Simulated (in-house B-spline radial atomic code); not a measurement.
# Cs⁹⁺: density, ELF and screening along the radius

Aim: the shell structure of Cs⁹⁺ in the radial density, the electron localisation function and the screened nuclear charge, under several settings.

The numbers are computed with in-house B-spline radial atomic code version 1 (several methods, spin-polarised, as named in each step; spherical all-electron atom at the radial basis limit), except any that are marked as measured or tabulated.

**1. The atom as given**

| Property | Result |
| --- | --- |
| element | caesium (Z = 55) |
| charge | +9 |
| electrons | 46 |
| configuration | [Kr] 4d10 |
| nucleus | point (non-relativistic runs) or finite (X2C runs) |

The outer shells:

[Kr] 4d10
```
[Kr] core
4d [↑↓][↑↓][↑↓][↑↓][↑↓]
```

Where spins are not typed, each open shell is filled with up spins first.

**2. LDA (VWN5), non-rel.**

The run's settings:

```ini
Z = 55
electrons = 46.0
configuration = [Kr] 4d10
hamiltonian = nr
method = lda,vwn
spin_polarised = True
```

Launch:

```sh
python run_scf.py task.json out
```

The settings of every run stand in task.json; they run in order.

**3. PBE, non-rel.**

The run's settings:

```ini
Z = 55
electrons = 46.0
configuration = [Kr] 4d10
hamiltonian = nr
method = pbe,pbe
spin_polarised = True
```

**4. Hartree-Fock, non-rel.**

The run's settings:

```ini
Z = 55
electrons = 46.0
configuration = [Kr] 4d10
hamiltonian = nr
method = hf
spin_polarised = True
```

**5. M06-L, non-rel.**

The run's settings:

```ini
Z = 55
electrons = 46.0
configuration = [Kr] 4d10
hamiltonian = nr
method = m06l
spin_polarised = True
```

Q: How large is the system in each run, where do the shell borders lie, and what is the highest level?

The runs gave:

| run | total energy (hartree) | highest level (eV) | radius holding 50 / 90 / 99 % (bohr) | radius at n = 0.001 (bohr) | ELF minima on the full grid (bohr) |
| --- | --- | --- | --- | --- | --- |
| LDA (VWN5), non-rel. | -7530.5489 | -199.39 | 0.320 / 0.940 / 1.43 | 2.12 | 0.043, 0.16, 0.42 |
| PBE, non-rel. | -7536.1598 | -199.26 | 0.320 / 0.939 / 1.43 | 2.12 | 0.043, 0.16, 0.42 |
| Hartree-Fock, non-rel. | -7534.4522 | -213.09 | 0.319 / 0.939 / 1.42 | 2.11 | 0.043, 0.16, 0.42 |
| M06-L, non-rel. | -7536.7432 | -200.34 | 0.319 / 0.938 / 1.42 | 2.10 | 0.043, 0.16, 0.42 |

What this shows: In the first run ELF has 3 minima on the grid, which mark the borders between shells. On the record's full grid the screened charge (r times the electrostatic potential) falls from 54.9 near the nucleus to 9.00 at 2.8 bohr; far out it tends to the net charge, 9. The grid is coarse (about 21 % a step), so the places of minima are rough.
